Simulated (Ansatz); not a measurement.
# CH3OSb: vertical ionisation energy

The task here is to estimate one member of a computed series from the others.

The runs use Ansatz 0.2.0, Gaussian basis; unrestricted cation, the program's frozen cores in correlated methods.

Plan: UKS PBE-D4/def2-TZVPP; UKS r2SCAN-D4/def2-TZVPP; UKS PBE0-D4/def2-TZVPP; UKS B3LYP-D4/def2-TZVPP; UKS wB97X-V/def2-TZVPP; UKS wB97M-V/def2-TZVPP; UKS B2PLYP/def2-TZVPP; UHF-CCSD(T)/def2-TZVPP; UHF-MP2/def2-QZVPP; extrapolation to the limit; then −ε(HOMO) from the neutral's earlier runs with LDA (SPW92), PBE-D4, revPBE-D4, BLYP-D4, r2SCAN-D4, B97M-V, PBE0-D4, B3LYP-D4, r2SCANh-D4, r2SCAN0-D4, HSE06-D4, BHLYP-D4, CAM-B3LYP-D4, LC-ωPBE, ωB97X-V, ωB97M-V.

## The relaxed structure

An earlier PBE0-D4 in a triple-zeta def2 set relaxation fixed the geometry. Sb takes the def2 core potential; no spin-orbit term is included.

SMILES `[CH2]1[O][SbH]1`, 6 atoms, charge 0, spin multiplicity 1.

Atoms are counted from 1 here; the program's logs count them from 0.

Bond lengths: C1–O2 1.371 Å, C1–Sb3 2.140 Å, C1–H4 1.091 Å, C1–H5 1.091 Å, O2–Sb3 2.042 Å, Sb3–H6 1.719 Å. Angles: O2–C1–Sb3 67.0°, O2–C1–H4 116.5°, O2–C1–H5 116.6°, Sb3–C1–H4 116.3°, Sb3–C1–H5 116.3°, H4–C1–H5 115.4°, C1–O2–Sb3 74.8°, C1–Sb3–O2 38.2°, C1–Sb3–H6 92.5°, O2–Sb3–H6 93.7°.

The first run:

File in.yaml:

```yaml
crystal:
  periodic: [false, false, false]
  atoms:
    - {symbol: C, position_ang: [0.013532, -0.261178, -0.682052]}
    - {symbol: O, position_ang: [-0.903481, -0.789337, 0.189877]}
    - {symbol: Sb, position_ang: [0.644514, -0.153340, 1.360161]}
    - {symbol: H, position_ang: [-0.253671, 0.683964, -1.156557]}
    - {symbol: H, position_ang: [0.549444, -0.968822, -1.316004]}
    - {symbol: H, position_ang: [-0.008237, 1.424613, 1.558274]}
basis:
  gaussian: {orbitals: def2-TZVPP}
total_charge: 1
magnetization: {spin_polarized: true, initial_magnetization: 1}
hamiltonian: {xc: pbe, dispersion: d4}
```

On the command line:

```console
> ansatz run in.yaml --threads 2 --pin off --events-out ev --progress --plain --max-ram 4352MiB
```

Among the steps run: Cation, UKS PBE-D4/def2-TZVPP; Cation, UKS r2SCAN-D4/def2-TZVPP; Cation, UKS PBE0-D4/def2-TZVPP; Cation, UKS B3LYP-D4/def2-TZVPP; Cation, UKS wB97X-V/def2-TZVPP; Cation, UKS wB97M-V/def2-TZVPP; Cation, UKS B2PLYP (frozen core)/def2-TZVPP; Cation, UHF-CCSD(T)/def2-TZVPP; Cation, UHF-MP2/def2-QZVPP.

One of the session's tables, all rows but one given; the rest of the session is left out.

Orbital estimates, from the neutral's runs:

| functional | −ε(HOMO) (eV) |
| --- | --- |
| LDA (SPW92) | 6.10 |
| PBE-D4 | 5.90 |
| revPBE-D4 | 5.83 |
| BLYP-D4 | 5.74 |
| r2SCAN-D4 | 6.11 |
| B97M-V | 6.02 |
| PBE0-D4 | 6.89 |
| B3LYP-D4 | 6.70 |
| r2SCANh-D4 | 6.48 |
| r2SCAN0-D4 | 7.04 |
| HSE06-D4 | 6.50 |
| BHLYP-D4 | 7.74 |
| CAM-B3LYP-D4 | 8.10 |
| LC-ωPBE | 9.33 |
| ωB97X-V | ? |
| ωB97M-V | 8.93 |

**Question.** Estimate the row for ωB97X-V.

As computed: −ε(HOMO) (eV): 9.01. In the column «−ε(HOMO) (eV)» it lies between ωB97M-V (8.93) and LC-ωPBE (9.33).
